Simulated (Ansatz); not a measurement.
# AlH₃O₂S + H₂O: a complex and its separated parts, part 2 of 2

Ansatz 0.2.0, Gaussian basis. The steps go on from the part before.

**13. CAM-B3LYP-D4/def2-TZVPP**

The inputs:

parta/in.yaml

```yaml
crystal:
  periodic: [false, false, false]
  atoms:
    - {symbol: Al, position_ang: [0.306902, -0.634729, -0.285871]}
    - {symbol: S, position_ang: [1.166205, 0.773068, -1.700684]}
    - {symbol: O, position_ang: [1.041507, -0.968780, 1.196889]}
    - {symbol: O, position_ang: [-1.135924, -1.399046, -0.709753]}
    - {symbol: H, position_ang: [0.166163, 0.565217, -2.575578]}
    - {symbol: H, position_ang: [1.858155, -0.578040, 1.500602]}
    - {symbol: H, position_ang: [-1.575653, -2.029715, -0.141770]}
basis:
  gaussian: {orbitals: def2-TZVPP}
hamiltonian: {xc: {name: CAM-B3LYP}, dispersion: d4}
```

partb/in.yaml

```yaml
crystal:
  periodic: [false, false, false]
  atoms:
    - {symbol: H, position_ang: [-0.687026, 1.931399, 0.310095]}
    - {symbol: O, position_ang: [-0.824396, 1.117585, 0.799615]}
    - {symbol: H, position_ang: [-0.315833, 1.223241, 1.606454]}
basis:
  gaussian: {orbitals: def2-TZVPP}
hamiltonian: {xc: {name: CAM-B3LYP}, dispersion: d4}
```

Each run has its own folder and the same command.

On the command line:

```console
> ansatz run in.yaml --threads 4 --pin off --events-out ev --progress --plain --max-ram 9574MiB
```

Output in parta, cut to the lines that bear on the results:

```text
Functional definition: CAM-B3LYP
  name "CAM-B3LYP"
  cite "Yanai, Tew & Handy, Chem. Phys. Lett. 393, 51 (2004) doi:10.1016/j.cplett.2004.06.011"
  cite "Iikura, Tsuneda, Yanai & Hirao, J. Chem. Phys. 115, 3540 (2001) doi:10.1063/1.1383587"
  cite "Becke, Phys. Rev. A 38, 3098 (1988) doi:10.1103/PhysRevA.38.3098"
  cite "Lee, Yang & Parr, Phys. Rev. B 37, 785 (1988) doi:10.1103/PhysRevB.37.785"
[...]
  # Exact exchange under (alpha + beta erf(omega r))/r, Becke's under what is left of 1/r.
[...]
1063 factors; their error is unknown
240 factors; integrals over basis functions are off by at most 1.4e-5 eV
[...]
mean field -21581.54714510 eV, -793.1072290845 hartree, gradient 1.7e-5 eV, S^2 0.000000; 0 other end points of the search recorded, 0 dependent functions left out
reference -21581.54726057 eV, -793.1072333279 hartree; 24, 24 occupied and 164, 164 virtual orbitals, 1063 factors
Total energy: -21581.66365116 eV, -793.1115106032 hartree
```

partb printed, cut to the lines that bear on the results:

```text
[... 6 set-up lines as earlier in the session ...]
[...]
  # Exact exchange under (alpha + beta erf(omega r))/r, Becke's under what is left of 1/r.
[...]
269 factors; their error is unknown
72 factors; integrals over basis functions are off by at most 1.6e-5 eV
[...]
mean field -2079.99968467 eV, -76.4385785371 hartree, gradient 1.1e-5 eV, S^2 0.000000; 0 other end points of the search recorded, 0 dependent functions left out
reference -2079.99975210 eV, -76.4385810151 hartree; 5, 5 occupied and 54, 54 virtual orbitals, 269 factors
Total energy: -2080.00381807 eV, -76.4387304368 hartree
```

Times: 2.1 s (parta), 0.25 s (partb) on 4 threads of Arm Neoverse V1, shared host.

**14. wB97X-V/def2-TZVPP**

Each input of step 13 (parta, partb) changes in the same lines:

```diff
-hamiltonian: {xc: {name: CAM-B3LYP}, dispersion: d4}
+hamiltonian: {xc: {name: wB97X-V}}
```

One command serves all of them, each in its own folder.

On the command line:

```console
> ansatz run in.yaml --threads 4 --pin off --events-out ev --progress --plain --max-ram 9574MiB
```

parta printed, cut to the lines that bear on the results:

```text
Functional definition: wB97X-V
  name "wB97X-V"
  cite "Mardirossian & Head-Gordon, Phys. Chem. Chem. Phys. 16, 9904 (2014) doi:10.1039/C3CP54374A"
[... 2 set-up lines as earlier in the session ...]
[...]
      + integral(e_c_pw_opposite_spin*poly(b97_u_opposite, cos0, cos1)) + vv10(b, c)
1058 factors; their error is unknown
225 factors; integrals over basis functions are off by at most 1.2e-5 eV
[...]
mean field -21578.09973810 eV, -792.9805392137 hartree, gradient 3.7e-5 eV, S^2 0.000000; 0 other end points of the search recorded, 0 dependent functions left out
reference -21578.09973620 eV, -792.9805391440 hartree; 24, 24 occupied and 164, 164 virtual orbitals, 1058 factors
Total energy: -21578.09973620 eV, -792.9805391440 hartree
```

Output in partb, cut to the lines that bear on the results:

```text
[... 5 set-up lines as earlier in the session ...]
[...]
      + integral(e_c_pw_opposite_spin*poly(b97_u_opposite, cos0, cos1)) + vv10(b, c)
269 factors; their error is unknown
69 factors; integrals over basis functions are off by at most 2.2e-5 eV
[...]
mean field -2079.88767261 eV, -76.4344621699 hartree, gradient 2.2e-5 eV, S^2 0.000000; 0 other end points of the search recorded, 0 dependent functions left out
reference -2079.88767171 eV, -76.4344621370 hartree; 5, 5 occupied and 54, 54 virtual orbitals, 269 factors
Total energy: -2079.88767171 eV, -76.4344621370 hartree
```

Times: 4.6 s (parta), 0.4 s (partb) on 4 threads of Arm Neoverse V1, shared host.

**15. wB97M-V/def2-TZVPP**

The same edit goes into each in.yaml of step 14 (parta, partb):

```diff
-hamiltonian: {xc: {name: wB97X-V}}
+hamiltonian: {xc: {name: wB97M-V}}
```

Each run has its own folder and the same command.

On the command line:

```console
> ansatz run in.yaml --threads 4 --pin off --events-out ev --progress --plain --max-ram 9574MiB
```

Output in parta, cut to the lines that bear on the results:

```text
Functional definition: wB97M-V
  name "wB97M-V"
  cite "Mardirossian & Head-Gordon, J. Chem. Phys. 144, 214110 (2016) doi:10.1063/1.4952647"
[... 2 set-up lines as earlier in the session ...]
  # Of w^i u^j: cxij and so on, Table III.
[...]
  gx(w, u) = 1 - cx + cx01*u + cx10*w
[...]
      + integral(e_c_pw_mod_opposite_spin*gos(b97_w_opposite, b97_u_opposite)) + vv10(b, c)
1042 factors; their error is unknown
225 factors; integrals over basis functions are off by at most 1.2e-5 eV
[...]
mean field -21580.11558732 eV, -793.0546203061 hartree, gradient 1.2e-5 eV, S^2 0.000000; 0 other end points of the search recorded, 0 dependent functions left out
reference -21580.11563361 eV, -793.0546220076 hartree; 24, 24 occupied and 164, 164 virtual orbitals, 1042 factors
Total energy: -21580.11563361 eV, -793.0546220076 hartree
```

partb printed, cut to the lines that bear on the results:

```text
[... 5 set-up lines as earlier in the session ...]
  # Of w^i u^j: cxij and so on, Table III.
[...]
  gx(w, u) = 1 - cx + cx01*u + cx10*w
[...]
      + integral(e_c_pw_mod_opposite_spin*gos(b97_w_opposite, b97_u_opposite)) + vv10(b, c)
269 factors; their error is unknown
69 factors; integrals over basis functions are off by at most 2.2e-5 eV
[...]
mean field -2079.85938332 eV, -76.4334225577 hartree, gradient 2.9e-5 eV, S^2 0.000000; 0 other end points of the search recorded, 0 dependent functions left out
reference -2079.85940533 eV, -76.4334233665 hartree; 5, 5 occupied and 54, 54 virtual orbitals, 269 factors
Total energy: -2079.85940533 eV, -76.4334233665 hartree
```

They took 5.5 s (parta), 0.4 s (partb) on 4 threads of Arm Neoverse V1, shared host.

**16. B2PLYP/def2-TZVPP**

Each input of step 15 (parta, partb) changes in the same lines:

```diff
-hamiltonian: {xc: {name: wB97M-V}}
+hamiltonian: {xc: {name: B2PLYP}}
```

The same command starts each run, in its folder.

On the command line:

```console
> ansatz run in.yaml --threads 4 --pin off --events-out ev --progress --plain --max-ram 9574MiB
```

Output in parta, cut to the lines that bear on the results:

```text
Functional definition: B2PLYP
  name "B2PLYP"
  cite "Grimme, J. Chem. Phys. 124, 034108 (2006) doi:10.1063/1.2148954"
[... 2 set-up lines as earlier in the session ...]
[...]
1134 factors; integrals over basis functions are off by at most 9.9e-4 eV
[...]
mean field -21566.68269691 eV, -792.5609706889 hartree, gradient 4.6e-6 eV, S^2 0.000000; 0 other end points of the search recorded, 0 dependent functions left out
12 core orbitals not correlated: weight in the atoms' cores, before any rotation towards them, 1.000 or more for the frozen orbitals, at most 0.000 for the correlated occupied ones
reference -21566.68284514 eV, -792.5609761363 hartree; 12, 12 occupied and 164, 164 virtual orbitals, 1134 factors
second order -24.17540135 eV of doubles, -0.00000000 eV of singles
Total energy: -21573.21020351 eV, -792.8008521318 hartree
```

Output in partb, cut to the lines that bear on the results:

```text
[... 5 set-up lines as earlier in the session ...]
[...]
361 factors; integrals over basis functions are off by at most 7.6e-4 eV
[...]
mean field -2077.03828017 eV, -76.3297489292 hartree, gradient 8.4e-7 eV, S^2 0.000000; 0 other end points of the search recorded, 0 dependent functions left out
1 core orbitals not correlated: weight in the atoms' cores, before any rotation towards them, 1.000 or more for the frozen orbitals, at most 0.000 for the correlated occupied ones
reference -2077.03836520 eV, -76.3297520538 hartree; 4, 4 occupied and 54, 54 virtual orbitals, 361 factors
second order -8.41872852 eV of doubles, -0.00000000 eV of singles
Total energy: -2079.31142190 eV, -76.4132853469 hartree
```

They took 2.8 s (parta), 0.25 s (partb) on 4 threads of Arm Neoverse V1, shared host.

**17. PBE-QIDH/def2-TZVPP**

Each input of step 16 (parta, partb) changes in the same lines:

```diff
-hamiltonian: {xc: {name: B2PLYP}}
+hamiltonian: {xc: {name: PBE-QIDH}}
```

One command serves all of them, each in its own folder.

On the command line:

```console
> ansatz run in.yaml --threads 4 --pin off --events-out ev --progress --plain --max-ram 9574MiB
```

Output in parta, cut to the lines that bear on the results:

```text
Functional definition: PBE-QIDH
  name "PBE-QIDH"
  cite "Brémond, Sancho-García, Pérez-Jiménez & Adamo, J. Chem. Phys. 141, 031101 (2014) doi:10.1063/1.4890314"
[... 1 set-up line as earlier in the session ...]
[...]
1134 factors; integrals over basis functions are off by at most 9.9e-4 eV
[...]
mean field -21558.37875314 eV, -792.2558063839 hartree, gradient 8.2e-6 eV, S^2 0.000000; 0 other end points of the search recorded, 0 dependent functions left out
12 core orbitals not correlated: weight in the atoms' cores, before any rotation towards them, 1.000 or more for the frozen orbitals, at most 0.000 for the correlated occupied ones
reference -21558.37876441 eV, -792.2558067982 hartree; 12, 12 occupied and 164, 164 virtual orbitals, 1134 factors
second order -22.42321363 eV of doubles, -0.00000000 eV of singles
Total energy: -21565.85316895 eV, -792.5304860988 hartree
```

Output in partb, cut to the lines that bear on the results:

```text
[... 4 set-up lines as earlier in the session ...]
[...]
361 factors; integrals over basis functions are off by at most 7.6e-4 eV
[...]
mean field -2075.58435504 eV, -76.2763181661 hartree, gradient 2.2e-6 eV, S^2 0.000000; 0 other end points of the search recorded, 0 dependent functions left out
1 core orbitals not correlated: weight in the atoms' cores, before any rotation towards them, 1.000 or more for the frozen orbitals, at most 0.000 for the correlated occupied ones
reference -2075.58436053 eV, -76.2763183679 hartree; 4, 4 occupied and 54, 54 virtual orbitals, 361 factors
second order -7.85899522 eV of doubles, -0.00000000 eV of singles
Total energy: -2078.20402560 eV, -76.3725892837 hartree
```

They took 3 s (parta), 0.25 s (partb) on 4 threads of Arm Neoverse V1, shared host.

**18. RPA on PBE/def2-TZVPP**

The same edit goes into each in.yaml of step 17 (parta, partb):

```diff
-hamiltonian: {xc: {name: PBE-QIDH}}
+hamiltonian: {xc: pbe}
+correlation: {method: rpa}
```

Each run has its own folder and the same command.

On the command line:

```console
> ansatz run in.yaml --threads 4 --pin off --events-out ev --progress --plain --max-ram 9574MiB
```

parta printed, cut to the lines that bear on the results:

```text
[... 4 set-up lines as earlier in the session ...]
[...]
1134 factors; integrals over basis functions are off by at most 9.9e-4 eV
[...]
mean field -21569.48178304 eV, -792.6638352067 hartree, gradient 1.7e-6 eV, S^2 0.000000; 2 other end points of the search recorded, 0 dependent functions left out
12 core orbitals not correlated: weight in the atoms' cores, before any rotation towards them, 1.000 or more for the frozen orbitals, at most 0.000 for the correlated occupied ones
reference -21528.03834200 eV, -791.1408168399 hartree; 12, 12 occupied and 164, 164 virtual orbitals, 1134 factors
Total energy: -21559.54561346 eV, -792.2986877097 hartree
```

Log of partb, cut to the lines that bear on the results:

```text
[... 4 set-up lines as earlier in the session ...]
[...]
361 factors; integrals over basis functions are off by at most 7.6e-4 eV
[...]
mean field -2078.40755464 eV, -76.3800688379 hartree, gradient 2.1e-6 eV, S^2 0.000000; 0 other end points of the search recorded, 0 dependent functions left out
1 core orbitals not correlated: weight in the atoms' cores, before any rotation towards them, 1.000 or more for the frozen orbitals, at most 0.000 for the correlated occupied ones
reference -2069.53696546 eV, -76.0540806983 hartree; 4, 4 occupied and 54, 54 virtual orbitals, 361 factors
Total energy: -2080.48260749 eV, -76.4563256236 hartree
```

Times: 4.3 s (parta), 0.25 s (partb) on 4 threads of Arm Neoverse V1, shared host.

**19. CCSD(T)/def2-TZVPP**

The same edit goes into each in.yaml of step 18 (parta, partb):

```diff
-hamiltonian: {xc: pbe}
-correlation: {method: rpa}
+correlation: {method: ccsd_t}
```

The same command starts each run, in its folder.

On the command line:

```console
> ansatz run in.yaml --threads 4 --pin off --events-out ev --progress --plain --max-ram 9574MiB
```

Log of parta, cut to the lines that bear on the results:

```text
Functional definition: HF
  name "HF"
  cite "Fock, Z. Phys. 61, 126 (1930) doi:10.1007/BF01340294"
[... 1 set-up line as earlier in the session ...]
[...]
1134 factors; integrals over basis functions are off by at most 9.9e-4 eV
[...]
mean field -21529.34523494 eV, -791.1888442696 hartree, gradient 5.5e-6 eV, S^2 0.000000; 0 other end points of the search recorded, 0 dependent functions left out
12 core orbitals not correlated: weight in the atoms' cores, before any rotation towards them, 1.000 or more for the frozen orbitals, at most 0.000 for the correlated occupied ones
reference -21529.34523494 eV, -791.1888442696 hartree; 12, 12 occupied and 164, 164 virtual orbitals, 1134 factors
second order -20.00069681 eV of doubles, -0.00000000 eV of singles
cycle   1  -20.13178610 eV  change   -1.3e-1 eV  update   9.3e-2
[...]
cycle   9  -20.64890801 eV  change   -1.5e-5 eV  update   1.6e-5
perturbative correction -0.77390041 eV, -0.0284403155 hartree
Total energy: -21550.76804336 eV, -791.9761179582 hartree
```

Log of partb, cut to the lines that bear on the results:

```text
[... 4 set-up lines as earlier in the session ...]
[...]
361 factors; integrals over basis functions are off by at most 7.6e-4 eV
[...]
mean field -2069.76241156 eV, -76.0623656895 hartree, gradient 3.6e-6 eV, S^2 0.000000; 0 other end points of the search recorded, 0 dependent functions left out
1 core orbitals not correlated: weight in the atoms' cores, before any rotation towards them, 1.000 or more for the frozen orbitals, at most 0.000 for the correlated occupied ones
reference -2069.76241156 eV, -76.0623656895 hartree; 4, 4 occupied and 54, 54 virtual orbitals, 361 factors
second order -7.10556935 eV of doubles, -0.00000000 eV of singles
cycle   1  -7.11163014 eV  change   -6.1e-3 eV  update   4.1e-2
[...]
cycle   8  -7.26608592 eV  change    3.5e-6 eV  update   7.2e-6
perturbative correction -0.20740360 eV, -0.0076219416 hartree
Total energy: -2077.23590107 eV, -76.3370113633 hartree
```

Wall times: 27 s (parta), 0.25 s (partb) on 4 threads of Arm Neoverse V1, shared host; peak memory 1.9 GiB.

**20. Vibrations of AlH₃O₂S**

File vib-parta/in.yaml:

```yaml
crystal:
  periodic: [false, false, false]
  atoms:
    - {symbol: Al, position_ang: [0.306902, -0.634729, -0.285871]}
    - {symbol: S, position_ang: [1.166205, 0.773068, -1.700684]}
    - {symbol: O, position_ang: [1.041507, -0.968780, 1.196889]}
    - {symbol: O, position_ang: [-1.135924, -1.399046, -0.709753]}
    - {symbol: H, position_ang: [0.166163, 0.565217, -2.575578]}
    - {symbol: H, position_ang: [1.858155, -0.578040, 1.500602]}
    - {symbol: H, position_ang: [-1.575653, -2.029715, -0.141770]}
basis:
  gaussian: {orbitals: def2-TZVP}
hamiltonian: {xc: pbe0, dispersion: d4}
phonons: {temperatures: {t_min: 298.15, t_max: 900, t_step: 200}}
```

On the command line:

```console
> ansatz run in.yaml --threads 4 --pin off --events-out ev --progress --plain --max-ram 9574MiB
```

The log of the run, cut to the lines that bear on the results:

```text
[... 5 set-up lines as earlier in the session ...]
[...]
984 factors; their error is unknown
[...]
mean field -21570.86593156 eV, -792.7147017266 hartree, gradient 2.9e-5 eV, S^2 0.000000; 0 other end points of the search recorded, 0 dependent functions left out
[...]
Atom 4 at     0.166163     0.565217    -2.575578 Å, force    -0.000537     0.001090     0.000415 eV/Å
Atom 5 at     1.858155    -0.578040     1.500602 Å, force    -0.000217     0.000778     0.000546 eV/Å
Atom 6 at    -1.575653    -2.029715    -0.141770 Å, force     0.000349    -0.000311    -0.000146 eV/Å
Dipole moment:     0.016070    -0.093198     0.177911 e Å
Vibrations: 158.04 212.81 219.13 251.72 312.58 333.51 464.27 601.32 638.11 657.26 823.69 945.46 2708.62 3958.82 3972.45 cm⁻¹, zero-point energy 1.007855 eV
```

Wall time 50 s (4 threads of Arm Neoverse V1, shared host).

Wavenumbers and character of the modes:

| mode | wavenumber (cm⁻¹) | character |
| --- | --- | --- |
| 1 | 158 | bend |
| 2 | 213 | bend |
| 3 | 219 | torsion |
| 4 | 252 | torsion |
| 5 | 313 | torsion |
| 6 | 334 | torsion |
| 7 | 464 | Al–S stretch |
| 8 | 601 | bend |
| 9 | 638 | bend |
| 10 | 657 | bend |
| 11 | 824 | Al–O stretch |
| 12 | 945 | Al–O stretch |
| 13 | 2709 | S–H stretch |
| 14 | 3959 | O–H stretch |
| 15 | 3972 | O–H stretch |

Vibrational sums (real modes only):

| T (K) | entropy (J/mol/K) | heat capacity (J/mol/K) |
| --- | --- | --- |
| 298 | 54.9 | 66.2 |
| 498 | 93.8 | 84.0 |
| 698 | 123.6 | 92.1 |
| 898 | 147.5 | 97.4 |

**21. Vibrations of H₂O**

File vib-partb/in.yaml:

```yaml
crystal:
  periodic: [false, false, false]
  atoms:
    - {symbol: H, position_ang: [-0.687026, 1.931399, 0.310095]}
    - {symbol: O, position_ang: [-0.824396, 1.117585, 0.799615]}
    - {symbol: H, position_ang: [-0.315833, 1.223241, 1.606454]}
basis:
  gaussian: {orbitals: def2-TZVP}
hamiltonian: {xc: pbe0, dispersion: d4}
phonons: {temperatures: {t_min: 298.15, t_max: 900, t_step: 200}}
```

On the command line:

```console
> ansatz run in.yaml --threads 4 --pin off --events-out ev --progress --plain --max-ram 9574MiB
```

The log of the run, cut to the lines that bear on the results:

```text
[... 5 set-up lines as earlier in the session ...]
[...]
239 factors; their error is unknown
[...]
mean field -2078.33307679 eV, -76.3773318273 hartree, gradient 1.2e-5 eV, S^2 0.000000; 0 other end points of the search recorded, 0 dependent functions left out
[...]
Total energy: -2078.33734663 eV, -76.3774887411 hartree
Atom 0 at    -0.687026     1.931399     0.310095 Å, force    -0.000106     0.000019    -0.000204 eV/Å
Atom 1 at    -0.824396     1.117585     0.799615 Å, force     0.000110     0.000157     0.000054 eV/Å
Atom 2 at    -0.315833     1.223241     1.606454 Å, force    -0.000004    -0.000175     0.000150 eV/Å
Dipole moment:     0.238171     0.339031     0.117004 e Å
Vibrations: 1622.92 3851.62 3959.33 cm⁻¹, zero-point energy 0.584825 eV
```

It took 0.65 s on 4 threads of Arm Neoverse V1, shared host.

The modes, with what each moves most:

| mode | wavenumber (cm⁻¹) | character |
| --- | --- | --- |
| 1 | 1623 | bend |
| 2 | 3852 | O–H stretch |
| 3 | 3959 | O–H stretch |

Vibrational sums (real modes only):

| T (K) | entropy (J/mol/K) | heat capacity (J/mol/K) |
| --- | --- | --- |
| 298 | 0.0 | 0.2 |
| 498 | 0.4 | 1.7 |
| 698 | 1.4 | 3.9 |
| 898 | 2.6 | 6.1 |

**22. Complex less separated parts**

The complex's own energies come from single points at the same levels.

Rows are in def2-TZVPP; times add the 3 runs of a level on a shared host, so small differences are noise.

Differences are taken before rounding.

| method | rung | complex less parts (kcal/mol) | from CCSD(T) (kcal/mol) | time |
| --- | --- | --- | --- | --- |
| SPW92 | LDA | -28.6 | -6.5 | 2.3 s |
| PBE-D4 | GGA | -21.7 | +0.4 | 3.5 s |
| BLYP-D4 | GGA | -20.0 | +2.1 | 3.8 s |
| r2SCAN-D4 | meta-GGA | -23.6 | -1.5 | 7.3 s |
| B97M-V | meta-GGA | -22.6 | -0.5 | 13 s |
| PBE0-D4 | hybrid | -22.9 | -0.7 | 5.2 s |
| B3LYP-D4 | hybrid | -21.5 | +0.6 | 4.7 s |
| r2SCAN0-D4 | hybrid | -24.2 | -2.1 | 8.6 s |
| BHLYP-D4 | hybrid | -23.3 | -1.2 | 4.8 s |
| CAM-B3LYP-D4 | range-separated hybrid | -23.1 | -1.0 | 5.7 s |
| wB97X-V | range-separated hybrid | -22.9 | -0.8 | 13 s |
| wB97M-V | range-separated hybrid | -23.3 | -1.2 | 15 s |
| B2PLYP | double hybrid | -20.6 | +1.6 | 9.1 s |
| PBE-QIDH | double hybrid | -23.0 | -0.9 | 9.2 s |
| RPA on PBE | RPA | -20.3 | +1.8 | 11 s |
| Hartree-Fock | wavefunction | -18.7 | +3.4 |  |
| MP2 | wavefunction | -22.2 | -0.1 |  |
| CCSD | wavefunction | -21.6 | +0.5 |  |
| CCSD(T) | wavefunction | -22.1 | 0 | 3.3 min |

Among the levels timed on like hardware and quicker than the yardstick, those that no quicker one beats, quickest first: SPW92 (2.3 s, -6.5 kcal/mol); PBE-D4 (3.5 s, +0.4 kcal/mol).

PBE-D4 reaches 0.4 kcal/mol from the reference in 3.5 s, where CCSD(T) took 3.3 min; the quickest level in the cost chart, SPW92, takes 2.3 s and misses by 6.5 kcal/mol.

The complex's zero-point energy, from a separate PBE0-D4 run, is 1.705 eV.

**23. Outcome**

This closing draws on all 2 parts.

```
                              quantity           value
complex less parts, CCSD(T)/def2-TZVPP  -22.1 kcal/mol
                with zero-point energy  -19.5 kcal/mol
                 largest T1 diagnostic           0.012
```

What this shows: At CCSD(T) the complex lies 22.1 kcal/mol below its parts. Among the functionals PBE-D4 lands nearest to CCSD(T) (+0.4 kcal/mol) and SPW92 farthest (-6.5 kcal/mol). Mean unsigned error by rung: LDA 6.5, GGA 1.3, meta-GGA 1.0, hybrid 1.2, range-separated hybrid 1.0, double hybrid 1.2 kcal/mol. PBE-D4 gives a relative energy 0.4 kcal/mol too high, inside chemical accuracy (1 kcal/mol). No counterpoise was applied, and triple zeta lacks some correlation, so the CCSD(T) reference has a basis error of its own, and close matches with it are partly luck.
